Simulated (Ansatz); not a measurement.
**CHFSSe: one species, many methods**

Aim: compute CHFSSe with functionals from several rungs and with coupled cluster. The yardstick is the atomisation energy at the CCSD(T) limit.

Computed with Ansatz 0.2.0, Gaussian basis. Level: functionals in def2-TZVPP, the program's frozen cores in correlated methods.

Plan: LDA (SPW92), PBE-D4, revPBE-D4, BLYP-D4, r2SCAN-D4, B97M-V, PBE0-D4, B3LYP-D4, r2SCANh-D4, r2SCAN0-D4, HSE06-D4, BHLYP-D4, CAM-B3LYP-D4, LC-ωPBE, ωB97X-V, ωB97M-V, B2PLYP, PBE-QIDH; CCSD(T)/def2-SVP; CCSD(T)/def2-TZVPP; MP2/def2-QZVPP; extrapolation to the limit; RPA on PBE.

## 1. Structure used throughout

An earlier PBE0-D4 in a triple-zeta def2 set relaxation fixed the geometry.

SMILES `FC(S)=[Se]`, 5 atoms, charge 0, spin multiplicity 1.

Atoms are counted from 1 here; the program's logs count them from 0.

Bond lengths: F1–C2 1.328 Å, C2–S3 1.723 Å, C2–Se4 1.755 Å, S3–H5 1.348 Å. Angles: F1–C2–S3 113.2°, F1–C2–Se4 122.6°, S3–C2–Se4 124.2°, C2–S3–H5 96.8°.

## 2. LDA

This LDA is Slater exchange with PW92 correlation.

in.yaml reads:

```yaml
crystal:
  periodic: [false, false, false]
  atoms:
    - {symbol: F, position_ang: [-0.791915, -0.414917, 1.031803]}
    - {symbol: C, position_ang: [-0.378649, -0.195724, -0.210591]}
    - {symbol: S, position_ang: [1.175455, 0.544311, -0.288524]}
    - {symbol: Se, position_ang: [-1.337638, -0.625727, -1.615494]}
    - {symbol: H, position_ang: [1.382647, 0.618358, 1.041406]}
basis:
  gaussian: {orbitals: def2-TZVPP}
hamiltonian: {xc: lda}
output: {orbitals: {seedname: orbitals}}
```

After this run come: PBE-D4 (GGA); revPBE-D4 (GGA); BLYP-D4 (GGA); r2SCAN-D4 (meta-GGA); B97M-V (meta-GGA); PBE0-D4 (hybrid); B3LYP-D4 (hybrid); r2SCANh-D4 (hybrid); r2SCAN0-D4 (hybrid); HSE06-D4 (hybrid); BHLYP-D4 (hybrid); CAM-B3LYP-D4 (range-separated); LC-ωPBE (range-separated); ωB97X-V (range-separated); ωB97M-V (range-separated); B2PLYP (double hybrid); PBE-QIDH (double hybrid); CCSD(T) in def2-SVP; CCSD(T) in def2-TZVPP; MP2 in def2-QZVPP; RPA on PBE orbitals.

**Question.** What will the summary of the whole plan be? Wanted: atomisation energy, CCSD(T)/CBS; farthest beyond LDA; mean size of error, GGA; mean size of error, meta-GGA; mean size of error, hybrid; mean size of error, range-separated; mean size of error, double hybrid; gap, smallest and largest; T1 diagnostic.

As calculated:

| quantity | value |
| --- | --- |
| atomisation energy, CCSD(T)/CBS | 385.2 kcal/mol |
| functionals within 3.9 kcal/mol (1.0 %) | B3LYP-D4, r2SCANh-D4, ωB97X-V, ωB97M-V |
| farthest beyond LDA | BHLYP-D4 (-29.6 kcal/mol) |
| mean size of error, GGA | 14.9 kcal/mol |
| mean size of error, meta-GGA | 5.7 kcal/mol |
| mean size of error, hybrid | 8.6 kcal/mol |
| mean size of error, range-separated | 3.4 kcal/mol |
| mean size of error, double hybrid | 5.3 kcal/mol |
| gap, smallest and largest | 2.57 eV (BLYP-D4), 9.24 eV (LC-ωPBE) |
| T1 diagnostic | 0.0158 |
| triples share of the correlation energy | 4.4 % |

In words: LDA overbinds by 95.8 kcal/mol (25 %). PBE-D4 is off by +26.4 kcal/mol. Double hybrids carry the basis error of their MP2 part in triple zeta, and no dispersion term here, so their miss is partly the set-up's. By mean error the best rung here is range-separated (3.4 kcal/mol) and the worst beyond LDA is GGA (14.9 kcal/mol). Misses under about 3.9 kcal/mol are within the doubt on the reference itself, which lacks core-valence correlation, relativity and higher excitations, and its outer-core shells are covered unevenly. All levels share the lack of spin-orbit coupling, which lowers the free heavy atoms and so the true binding. Hartree-Fock recovers 59 % of the binding; the rest is correlation. CCSD(T) in def2-SVP is off by -34.7 kcal/mol, so the small basis spoils what the method gains. The gap grows from 2.6 to 9.2 eV across the functionals, mostly with the share of exact exchange. The restricted reference is unstable towards a spin-broken one. Correlated methods include outer-core shells of Se, which these sets cover unevenly.
